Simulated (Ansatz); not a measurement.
# CuSi16: the cost of one run

All numbers below are computed with Ansatz 0.2.0 (DFT PBE, plane waves, PAW, scalar-relativistic, no spin polarisation).

## 1. The starting structure

The cell holds 17 atoms (CuSi16): a = 7.679 Å, b = 7.679 Å, c = 7.679 Å, α = 60.00°, β = 60.00°, γ = 60.00°.

Its coordinates follow in the input file.

## 2. Preparing the start

The input, input.yaml:

```yaml
crystal:
  lattice:
    - [0.0, 5.43, 5.43]
    - [5.43, 0.0, 5.43]
    - [5.43, 5.43, 0.0]
  atoms:
    - { symbol: Si, position: [0.0, 0.0, 0.0] }
    - { symbol: Si, position: [0.125, 0.125, 0.125] }
    - { symbol: Si, position: [0.0, 0.0, 0.5] }
    - { symbol: Si, position: [0.125, 0.125, 0.625] }
    - { symbol: Si, position: [0.0, 0.5, 0.0] }
    - { symbol: Si, position: [0.125, 0.625, 0.125] }
    - { symbol: Si, position: [0.0, 0.5, 0.5] }
    - { symbol: Si, position: [0.125, 0.625, 0.625] }
    - { symbol: Si, position: [0.5, 0.0, 0.0] }
    - { symbol: Si, position: [0.625, 0.125, 0.125] }
    - { symbol: Si, position: [0.5, 0.0, 0.5] }
    - { symbol: Si, position: [0.625, 0.125, 0.625] }
    - { symbol: Si, position: [0.5, 0.5, 0.0] }
    - { symbol: Si, position: [0.625, 0.625, 0.125] }
    - { symbol: Si, position: [0.5, 0.5, 0.5] }
    - { symbol: Si, position: [0.625, 0.625, 0.625] }
    - { symbol: Cu, position: [0.255687, 0.2418468, 0.750505] }
total_charge: 1
basis:
  ecutwfc: 420.0
kpoints:
  mp_grid: { grid: [2, 2, 2] }
hamiltonian:
  xc: pbe
  pseudopotentials: { kind: paw, azcp: { folder: soft_1 } }
scf:
  occupations: { method: fermi_dirac, width: 0.02 }
  lower_state_search: "off"
relax:
  f_tol: 0.08
  max_steps: 25
  adjacent_minimum: "off"
```

Launch:

```sh
$ ansatz run input.yaml --threads 1 --pin off --max-ram 3072MiB --backend cpu --events-out ev --progress --plain --runs-dir out
```

What time and memory should one allow on 1 thread of Arm Neoverse V2, shared host?

About 64 s, with a peak of 0.56 GiB.
